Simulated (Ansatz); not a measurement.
**SiAsH3 (quintet): the correlation ladder, cc-pVDZ**

An exercise on one series of results from a longer session: the logs are not shown, and one member is left open.

Computed with Ansatz 0.2.0, Gaussian basis. Level: cc-pVDZ, core rule «outside noble gas», up to 19 orbitals frozen.

To be run: UHF; CCSD(T) on ROHF; CCSD(T) on UHF; BCCD(T) on ROHF; CISD; CCSDT(Q) on ROHF; CCSDT(Q) on UHF; CASSCF and MRCISD+Q, 12 electrons in 11 orbitals; CASSCF and NEVPT2, 12 electrons in 11 orbitals.

23 further runs of the same task are left out: 2 for a known fault of the program, 13 that didn't finish, 8 set aside as unsound or not needed.

### What is computed

The geometry is a PBE0/def2-TZVP stationary point (not a proven minimum) of the parent state, kept for this charge and spin. No spin-orbit coupling is included. The filled d shell of As may be among the frozen orbitals whatever the setting's name suggests; the logs give the count.

5 atoms, charge 0, spin multiplicity 5.

Atoms are counted from 1 here; the program's logs count them from 0.

Bond lengths: Si1–As2 2.357 Å, Si1–H3 1.488 Å, Si1–H4 1.488 Å, Si1–H5 1.488 Å. Angles: As2–Si1–H3 110.3°, As2–Si1–H4 110.3°, As2–Si1–H5 110.3°, H3–Si1–H4 108.7°, H3–Si1–H5 108.7°, H4–Si1–H5 108.7°.

Set-up of the first run:

File in.yaml:

```yaml
crystal:
  periodic: [false, false, false]
  atoms:
    - {symbol: Si, position_ang: [-1.650542, -0.011519, 0.004128]}
    - {symbol: As, position_ang: [0.706158, 0.004928, -0.001766]}
    - {symbol: H, position_ang: [-2.175948, 1.381149, 0.007507]}
    - {symbol: H, position_ang: [-2.158302, -0.715039, 1.213602]}
    - {symbol: H, position_ang: [-2.164376, -0.711463, -1.204855]}
basis:
  gaussian: {orbitals: cc-pVDZ}
magnetization: {spin_polarized: true, initial_magnetization: 4}
hamiltonian: {xc: hf}
output: {orbitals: {seedname: orbitals}}
```

Run with:

```bash
$ ansatz run in.yaml --threads 1 --pin off --events-out ev --progress --plain --max-ram 2393MiB
```

Among the steps run: UHF; CCSD(T) on ROHF; CCSD(T) on UHF; BCCD(T) on ROHF; CISD; CCSDT(Q) on ROHF; CCSDT(Q) on UHF; CASSCF and MRCISD+Q, 12 electrons in 11 orbitals; CASSCF and NEVPT2, 12 electrons in 11 orbitals.

One of the session's tables, all rows but one given; the rest of the session is left out.

It belongs to the step «Misses and costs». 

| method | from UCCSDT(Q) (kcal/mol) |
| --- | --- |
| ROHF | +134.84 |
| UHF | +133.20 |
| RMP2 | +29.17 |
| UMP2 | +28.96 |
| CISD | +14.13 |
| RCCSD | +4.38 |
| UCCSD | +3.94 |
| RCCSD(T) | +1.26 |
| UCCSD(T) | +0.85 |
| BCCD(T) | +1.24 |
| RCCSDT | +0.58 |
| UCCSDT | +0.16 |
| RCCSDT(Q) | ? |
| UCCSDT(Q) | 0 |
| CASSCF valence | +105.03 |
| NEVPT2 valence | +27.85 |
| MRCISD valence | +9.54 |
| MRCISD+Q valence | +1.04 |

**Question.** Estimate the row for RCCSDT(Q).

As computed: from UCCSDT(Q) (kcal/mol): +0.42. In the column «from UCCSDT(Q) (kcal/mol)» it lies between UCCSDT (+0.16) and RCCSDT (+0.58).

Caveats from the session: Restricted and unrestricted rows rest on different reference determinants; where their highest levels disagree by more than a few hundredths of an eV, they describe different states and don't form one ladder.
